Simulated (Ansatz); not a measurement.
**C2H7BrFNSi: two geometries relaxed**

Are the two ends of the inversion of the pyramid at N1 separate minima, and which lies lower? Each is relaxed from a guess. SMILES of the start: N[SiH](F)CCBr.

Program: Ansatz 0.2.0. Level of theory: RKS PBE0-D4/def2-SVP. These are calculated values, not measurements.

### 1 The system as given

Bond lengths: N1–Si2 1.721 Å, Si2–F3 1.570 Å, Si2–C4 1.837 Å, C4–C5 1.485 Å, C5–Br6 1.971 Å, N1–H7 0.970 Å, N1–H8 0.998 Å, Si2–H9 1.512 Å, C4–H10 1.050 Å, C4–H11 1.180 Å, C5–H12 1.122 Å, C5–H13 1.129 Å. Angles (14 of 21 angles, heavy atoms first): N1–Si2–F3 104.0°, N1–Si2–C4 114.9°, F3–Si2–C4 106.3°, Si2–C4–C5 119.1°, C4–C5–Br6 113.4°, N1–Si2–H9 107.0°, F3–Si2–H9 109.3°, C4–Si2–H9 114.6°, Si2–N1–H7 108.4°, Si2–N1–H8 105.5°, Si2–C4–H10 109.1°, Si2–C4–H11 106.4°, C5–C4–H10 109.7°, C5–C4–H11 107.2°.

Structure file:

```xyz
13

N     0.1331   -2.4056   -0.3484
Si    0.3764   -0.8593    0.3660
F     1.9366   -0.6799    0.3598
C    -0.3097    0.5517   -0.5890
C    -0.0637    1.9359   -0.1096
Br   -1.1428    2.4219    1.4670
H     0.8293   -3.0019   -0.0316
H    -0.7582   -2.7128   -0.0215
H    -0.1109   -0.9502    1.7948
H    -0.0103    0.4655   -1.5914
H    -1.4793    0.3957   -0.6217
H     1.0019    2.0908    0.2049
H    -0.3821    2.7136   -0.8643
```

### 2 Relaxing end A

File input.yaml:

```yaml
crystal:
  periodic: [false, false, false]
  atoms:
    - { symbol: "N", position_ang: [0.1331, -2.4056, -0.3484] }
    - { symbol: Si, position_ang: [0.3764, -0.8593, 0.366] }
    - { symbol: F, position_ang: [1.9366, -0.6799, 0.3598] }
    - { symbol: C, position_ang: [-0.3097, 0.5517, -0.589] }
    - { symbol: C, position_ang: [-0.0637, 1.9359, -0.1096] }
    - { symbol: Br, position_ang: [-1.1428, 2.4219, 1.467] }
    - { symbol: H, position_ang: [0.8293, -3.0019, -0.0316] }
    - { symbol: H, position_ang: [-0.7582, -2.7128, -0.0215] }
    - { symbol: H, position_ang: [-0.1109, -0.9502, 1.7948] }
    - { symbol: H, position_ang: [-0.0103, 0.4655, -1.5914] }
    - { symbol: H, position_ang: [-1.4793, 0.3957, -0.6217] }
    - { symbol: H, position_ang: [1.0019, 2.0908, 0.2049] }
    - { symbol: H, position_ang: [-0.3821, 2.7136, -0.8643] }
basis:
  gaussian: { orbitals: def2-SVP }
hamiltonian:
  xc: pbe0
  dispersion: d4
relax:
  f_tol: 0.015
  max_steps: 40
output:
  orbitals: {}
```

Command:

```console
ansatz run input.yaml --threads 2 --pin off --max-ram 3072MiB --backend cpu --events-out ev --progress --plain --runs-dir out
```

The program printed, shortened:

```text
Warning: RAYON_NUM_THREADS=2 ignored (pool sized by the plan → 2); use --threads N
[...]
Functional definition: PBE0
[...]
1510 factors; integrals over basis functions are off by at most 4.9e-4 eV
[...]
mean field -84287.01395450 eV, -3097.4906310380 hartree, gradient 9.0e-6 eV, S^2 0.000000; 0 other end points of the search recorded, 0 dependent functions left out
[...]
reference -84287.01398408 eV, -3097.4906321250 hartree; 42, 42 occupied and 99, 99 virtual orbitals, 1510 factors
relax step   1: F+E_penalty+E_count = -84287.28483758 eV  Δ(F+E_penalty+E_count) = +0.000e0 eV  max|allowed force component| = 3.556e0 eV/Å  Δτ_max = 0.0000 Å  (27 SCF iters, accepted)
[...]
relax step   3: F+E_penalty+E_count = -84287.77370151 eV  Δ(F+E_penalty+E_count) = -6.294e-2 eV  max|allowed force component| = 5.503e-1 eV/Å  Δτ_max = 0.0950 Å  (28 SCF iters, accepted)
[...]
relax step   5: F+E_penalty+E_count = -84287.81825130 eV  Δ(F+E_penalty+E_count) = -7.826e-3 eV  max|allowed force component| = 1.497e-1 eV/Å  Δτ_max = 0.0342 Å  (25 SCF iters, accepted)
[...]
relax step   7: F+E_penalty+E_count = -84287.83890456 eV  Δ(F+E_penalty+E_count) = -1.368e-2 eV  max|allowed force component| = 1.729e-1 eV/Å  Δτ_max = 0.2000 Å  (27 SCF iters, accepted)
[...]
relax step   9: F+E_penalty+E_count = -84287.85142682 eV  Δ(F+E_penalty+E_count) = -7.976e-3 eV  max|allowed force component| = 8.387e-1 eV/Å  Δτ_max = 0.1950 Å  (27 SCF iters, accepted)
[...]
relax step  10: F+E_penalty+E_count = -84287.88045834 eV  Δ(F+E_penalty+E_count) = -2.903e-2 eV  max|allowed force component| = 3.920e-1 eV/Å  Δτ_max = 0.2000 Å  (27 SCF iters, accepted)
[...]
relax step  11: F+E_penalty+E_count = -84287.89095238 eV  Δ(F+E_penalty+E_count) = -1.049e-2 eV  max|allowed force component| = 2.960e-1 eV/Å  Δτ_max = 0.0590 Å  (28 SCF iters, accepted)
[...]
1510 factors; integrals over basis functions are off by at most 5.4e-4 eV
mean field -84287.61661495 eV, -3097.5127784011 hartree, gradient 9.3e-6 eV, S^2 0.000000; 0 other end points of the search recorded, 0 dependent functions left out
[...]
reference -84287.61664439 eV, -3097.5127794826 hartree; 42, 42 occupied and 99, 99 virtual orbitals, 1510 factors
```

### 3 The log goes on: end point A relaxed

The log, continued, shortened:

```text
relax step  12: F+E_penalty+E_count = -84287.89245072 eV  Δ(F+E_penalty+E_count) = -1.498e-3 eV  max|allowed force component| = 1.172e0 eV/Å  Δτ_max = 0.1992 Å  (28 SCF iters, accepted)
[...]
relax step  14: F+E_penalty+E_count = -84287.94977867 eV  Δ(F+E_penalty+E_count) = -7.919e-3 eV  max|allowed force component| = 3.384e-1 eV/Å  Δτ_max = 0.2000 Å  (27 SCF iters, accepted)
[...]
relax step  16: F+E_penalty+E_count = -84287.97848301 eV  Δ(F+E_penalty+E_count) = -3.873e-3 eV  max|allowed force component| = 2.416e-1 eV/Å  Δτ_max = 0.2000 Å  (27 SCF iters, accepted)
[...]
relax step  18: F+E_penalty+E_count = -84287.98561518 eV  Δ(F+E_penalty+E_count) = -3.695e-3 eV  max|allowed force component| = 3.263e-2 eV/Å  Δτ_max = 0.0363 Å  (27 SCF iters, accepted)
[...]
Atom 3 at    -0.520194     0.484472    -0.474738 Å, force    -0.003568     0.000029    -0.001637 eV/Å
Atom 4 at    -0.087574     1.907845    -0.193597 Å, force     0.002043     0.002262     0.003022 eV/Å
Atom 5 at    -0.554223     2.463829     1.618543 Å, force     0.000498     0.000389     0.001687 eV/Å
Atom 6 at     0.242902    -3.211891     0.320350 Å, force    -0.001130     0.003541     0.000371 eV/Å
Atom 7 at     0.217502    -2.479759    -1.183496 Å, force    -0.000426    -0.001432     0.004928 eV/Å
Atom 8 at    -0.116081    -0.954057     1.973685 Å, force    -0.001016     0.001165     0.001984 eV/Å
Atom 9 at    -0.282639     0.258535    -1.531816 Å, force     0.001349    -0.001776    -0.003152 eV/Å
Atom 10 at    -1.613487     0.379856    -0.378117 Å, force     0.001408     0.001629     0.000081 eV/Å
Atom 11 at     1.001679     2.024418    -0.263940 Å, force    -0.004203     0.000105    -0.000953 eV/Å
Atom 12 at    -0.573020     2.637921    -0.854152 Å, force     0.001284    -0.001419    -0.000927 eV/Å
Dipole moment:    -0.148850    -0.412134    -0.539712 e Å
```

Wall time 87 s (2 threads of Intel Xeon Platinum 8488C (Sapphire Rapids), shared host); peak memory 0.46 GiB.

Relaxation path:

```tsv
step	energy from step 1 (eV)	largest force component (eV/Å)
1	0.0000	3.5560
2	-0.4259	1.2403
3	-0.4889	0.5503
4	-0.5256	0.2822
5	-0.5334	0.1497
6	-0.5404	0.3153
7	-0.5541	0.1729
8	-0.5586	0.1474
9	-0.5666	0.8387
10	-0.5956	0.3920
11	-0.6061	0.2960
12	-0.6076	1.1720
13	-0.6570	0.4653
14	-0.6649	0.3384
15	-0.6898	0.5837
16	-0.6936	0.2416
17	-0.6971	0.1470
18	-0.7008	0.0326
19	-0.7011	0.0185
20	-0.7012	0.0091
```

Step 1 is the start.

After: Bond lengths: N1–Si2 1.710 Å, Si2–F3 1.639 Å, Si2–C4 1.877 Å, C4–C5 1.514 Å, C5–Br6 1.952 Å, N1–H7 1.013 Å, N1–H8 1.013 Å, Si2–H9 1.483 Å, C4–H10 1.107 Å, C4–H11 1.103 Å, C5–H12 1.098 Å, C5–H13 1.098 Å. Angles (14 of 21 angles, heavy atoms first): N1–Si2–F3 113.5°, N1–Si2–C4 108.4°, F3–Si2–C4 104.2°, Si2–C4–C5 115.3°, C4–C5–Br6 111.8°, N1–Si2–H9 107.6°, F3–Si2–H9 106.5°, C4–Si2–H9 116.7°, Si2–N1–H7 120.9°, Si2–N1–H8 121.8°, Si2–C4–H10 106.8°, Si2–C4–H11 109.4°, C5–C4–H10 107.9°, C5–C4–H11 110.9°.

### 4 Relaxing end B

The second end starts from a geometry with the move made by hand.

input.yaml: that of step 2 with these lines changed.

```diff
@@ -9,4 +9,4 @@
     - { symbol: Br, position_ang: [-1.1428, 2.4219, 1.467] }
-    - { symbol: H, position_ang: [0.8293, -3.0019, -0.0316] }
-    - { symbol: H, position_ang: [-0.7582, -2.7128, -0.0215] }
+    - { symbol: H, position_ang: [0.93406, -2.6448, -0.84021] }
+    - { symbol: H, position_ang: [-0.6346, -2.29149, -0.97551] }
     - { symbol: H, position_ang: [-0.1109, -0.9502, 1.7948] }
@@ -24,3 +24 @@
   max_steps: 40
-output:
-  orbitals: {}
```

Command:

```console
ansatz run input.yaml --threads 2 --pin off --max-ram 3072MiB --backend cpu --events-out ev --progress --plain --runs-dir out
```

The program printed, shortened:

```text
Warning: RAYON_NUM_THREADS=2 ignored (pool sized by the plan → 2); use --threads N
[...]
[... 1 set-up line as earlier in the session ...]
[...]
1511 factors; integrals over basis functions are off by at most 4.8e-4 eV
[...]
mean field -84286.96829780 eV, -3097.4889531851 hartree, gradient 3.3e-5 eV, S^2 0.000000; 0 other end points of the search recorded, 0 dependent functions left out
[...]
reference -84286.96832690 eV, -3097.4889542544 hartree; 42, 42 occupied and 99, 99 virtual orbitals, 1511 factors
relax step   1: F+E_penalty+E_count = -84287.24054228 eV  Δ(F+E_penalty+E_count) = +0.000e0 eV  max|allowed force component| = 3.546e0 eV/Å  Δτ_max = 0.0000 Å  (26 SCF iters, accepted)
[...]
relax step   4: F+E_penalty+E_count = -84287.76406431 eV  Δ(F+E_penalty+E_count) = -1.672e-2 eV  max|allowed force component| = 2.620e-1 eV/Å  Δτ_max = 0.0554 Å  (28 SCF iters, accepted)
[...]
relax step   7: F+E_penalty+E_count = -84287.79450764 eV  Δ(F+E_penalty+E_count) = -1.071e-2 eV  max|allowed force component| = 2.143e-1 eV/Å  Δτ_max = 0.1171 Å  (27 SCF iters, accepted)
[...]
relax step  10: F+E_penalty+E_count = -84287.87525875 eV  Δ(F+E_penalty+E_count) = -3.875e-2 eV  max|allowed force component| = 1.346e-1 eV/Å  Δτ_max = 0.2000 Å  (28 SCF iters, accepted)
[...]
relax step  12: F+E_penalty+E_count = -84287.89283541 eV  Δ(F+E_penalty+E_count) = -1.758e-2 eV  max|allowed force component| = 1.124e-1 eV/Å  Δτ_max = 0.0966 Å  (28 SCF iters, accepted)
[...]
relax step  13: F+E_penalty+E_count = -84287.90870566 eV  Δ(F+E_penalty+E_count) = -1.587e-2 eV  max|allowed force component| = 3.451e-1 eV/Å  Δτ_max = 0.0976 Å  (28 SCF iters, accepted)
[...]
1511 factors; integrals over basis functions are off by at most 1.2e-3 eV
mean field -84287.64549721 eV, -3097.5138398044 hartree, gradient 1.2e-5 eV, S^2 0.000000; 0 other end points of the search recorded, 0 dependent functions left out
[...]
reference -84287.64552700 eV, -3097.5138408990 hartree; 42, 42 occupied and 99, 99 virtual orbitals, 1511 factors
```

### 5 The log goes on: end point B relaxed

Output, continued, shortened:

```text
relax step  14: F+E_penalty+E_count = -84287.92103934 eV  Δ(F+E_penalty+E_count) = -1.233e-2 eV  max|allowed force component| = 8.920e-1 eV/Å  Δτ_max = 0.1471 Å  (27 SCF iters, accepted)
[...]
relax step  16: F+E_penalty+E_count = -84287.96245462 eV  Δ(F+E_penalty+E_count) = -1.842e-2 eV  max|allowed force component| = 7.710e-1 eV/Å  Δτ_max = 0.1223 Å  (28 SCF iters, accepted)
[...]
relax step  18: F+E_penalty+E_count = -84287.98365675 eV  Δ(F+E_penalty+E_count) = -4.000e-3 eV  max|allowed force component| = 1.225e-1 eV/Å  Δτ_max = 0.0866 Å  (28 SCF iters, accepted)
[...]
relax step  20: F+E_penalty+E_count = -84287.98582329 eV  Δ(F+E_penalty+E_count) = -3.782e-4 eV  max|allowed force component| = 2.613e-2 eV/Å  Δτ_max = 0.0247 Å  (28 SCF iters, accepted)
[...]
Atom 3 at    -0.493305     0.585002    -0.575703 Å, force     0.001567     0.005821    -0.005705 eV/Å
Atom 4 at    -0.092385     1.977685    -0.137141 Å, force    -0.000366    -0.003328     0.007943 eV/Å
Atom 5 at    -0.621385     2.338867     1.707101 Å, force    -0.001384    -0.000142    -0.000186 eV/Å
Atom 6 at     0.285814    -3.165128    -0.128338 Å, force     0.001337     0.001105     0.000631 eV/Å
Atom 7 at     0.309608    -2.290245    -1.553808 Å, force    -0.002578     0.000467     0.004158 eV/Å
Atom 8 at    -0.140460    -1.089047     1.726893 Å, force    -0.000460     0.001554     0.000752 eV/Å
Atom 9 at    -0.218214     0.471213    -1.641848 Å, force    -0.001079    -0.000788     0.001290 eV/Å
Atom 10 at    -1.587301     0.457748    -0.527129 Å, force    -0.000939     0.000224     0.001069 eV/Å
Atom 11 at     0.996255     2.115417    -0.160437 Å, force     0.001484    -0.001873    -0.004340 eV/Å
Atom 12 at    -0.569454     2.765362    -0.734503 Å, force    -0.000514    -0.000486    -0.001902 eV/Å
Dipole moment:    -0.127161    -0.357458    -0.580753 e Å
```

Run time: 96 s. Hardware: 2 threads of Intel Xeon Platinum 8488C (Sapphire Rapids), shared host; peak memory 0.46 GiB.

Step by step:

```tsv
step	energy from step 1 (eV)	largest force component (eV/Å)
1	0.0000	3.5457
2	-0.4251	1.2522
3	-0.5068	0.3492
4	-0.5235	0.2620
5	-0.5362	0.2257
6	-0.5433	0.3084
7	-0.5540	0.2143
8	-0.5545	0.5373
9	-0.5960	0.6473
10	-0.6347	0.1346
11x	-0.6195	1.4436
12	-0.6523	0.1124
13	-0.6682	0.3451
14	-0.6805	0.8920
15	-0.7035	0.7222
16	-0.7219	0.7710
17	-0.7391	0.1515
18	-0.7431	0.1225
19	-0.7449	0.0685
20	-0.7453	0.0261
21	-0.7454	0.0172
22	-0.7455	0.0079
```

Step 1 is the start. 1 step was tried and not accepted (marked x).

After: Bond lengths: N1–Si2 1.710 Å, Si2–F3 1.639 Å, Si2–C4 1.877 Å, C4–C5 1.514 Å, C5–Br6 1.952 Å, N1–H7 1.013 Å, N1–H8 1.013 Å, Si2–H9 1.483 Å, C4–H10 1.107 Å, C4–H11 1.102 Å, C5–H12 1.098 Å, C5–H13 1.098 Å. Angles (14 of 21 angles, heavy atoms first): N1–Si2–F3 113.5°, N1–Si2–C4 108.5°, F3–Si2–C4 104.2°, Si2–C4–C5 115.4°, C4–C5–Br6 111.8°, N1–Si2–H9 107.5°, F3–Si2–H9 106.6°, C4–Si2–H9 116.8°, Si2–N1–H7 120.8°, Si2–N1–H8 121.9°, Si2–C4–H10 106.7°, Si2–C4–H11 109.4°, C5–C4–H10 107.9°, C5–C4–H11 110.9°.

### 6 Summary of results

| quantity | value |
| --- | --- |
| end A | 19 moves, 0.701 eV lower |
| end B | 20 moves, 0.745 eV lower |
| largest difference between the ends | 0.01 Å |
| end B relative to end A | +0.000 eV |

What this shows: Both starts fell into the same minimum (no atom differs by more than 0.01 Å), so from this start no second minimum was found and no band was run; another arrangement could still be one.
